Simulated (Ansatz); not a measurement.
# CH5ClOSn: the cost of one run

Method: RKS PBE-D4/def2-SVP, in Ansatz 0.2.0.

### 1 The system as given

Bond lengths: Sn1–C2 2.150 Å, C2–H3 1.110 Å, C2–H4 1.110 Å, C2–H5 1.110 Å, Sn1–O6 1.960 Å, O6–H7 1.010 Å, Sn1–H8 1.739 Å, Sn1–Cl9 2.408 Å. Angles: Sn1–C2–H3 109.5°, Sn1–C2–H4 109.5°, Sn1–C2–H5 109.5°, H3–C2–H4 109.4°, H3–C2–H5 109.4°, H4–C2–H5 109.4°, C2–Sn1–O6 109.4°, C2–Sn1–H8 109.5°, C2–Sn1–Cl9 109.5°, O6–Sn1–H8 109.5°, O6–Sn1–Cl9 109.5°, H8–Sn1–Cl9 109.5°, Sn1–O6–H7 109.5°.

Structure file:

```xyz
9

Sn    0.0000    0.0000    0.0000
C     0.0000    0.0000    2.1500
H    -0.9996   -0.3092    2.5205
H     0.7676   -0.7111    2.5205
H     0.2320    1.0203    2.5205
O     1.8483    0.0000   -0.6527
H     2.1646   -0.9521   -0.7693
H    -0.8195    1.4198   -0.5794
Cl   -1.1351   -1.9666   -0.8025
```

### 2 Relaxing the start

input.yaml reads:

```yaml
crystal:
  periodic: [false, false, false]
  atoms:
    - { symbol: Sn, position_ang: [0.0, 0.0, 0.0] }
    - { symbol: C, position_ang: [0.0, 0.0, 2.15] }
    - { symbol: H, position_ang: [-0.9996, -0.3092, 2.5205] }
    - { symbol: H, position_ang: [0.7676, -0.7111, 2.5205] }
    - { symbol: H, position_ang: [0.232, 1.0203, 2.5205] }
    - { symbol: O, position_ang: [1.8483, 0.0, -0.6527] }
    - { symbol: H, position_ang: [2.1646, -0.9521, -0.7693] }
    - { symbol: H, position_ang: [-0.8195, 1.4198, -0.5794] }
    - { symbol: Cl, position_ang: [-1.1351, -1.9666, -0.8025] }
basis:
  gaussian: { orbitals: def2-SVP }
hamiltonian:
  xc: pbe
  dispersion: d4
relax:
  f_tol: 0.02
  max_steps: 40
```

The run is started by

```
ansatz run input.yaml --threads 2 --pin off --max-ram 3072MiB --backend cpu --events-out ev --progress --plain --runs-dir out
```

**Question.** How long does this run take on 2 threads of Arm Neoverse V2, shared host, and how much memory does it need?

About 14 s, with a peak of 0.15 GiB.
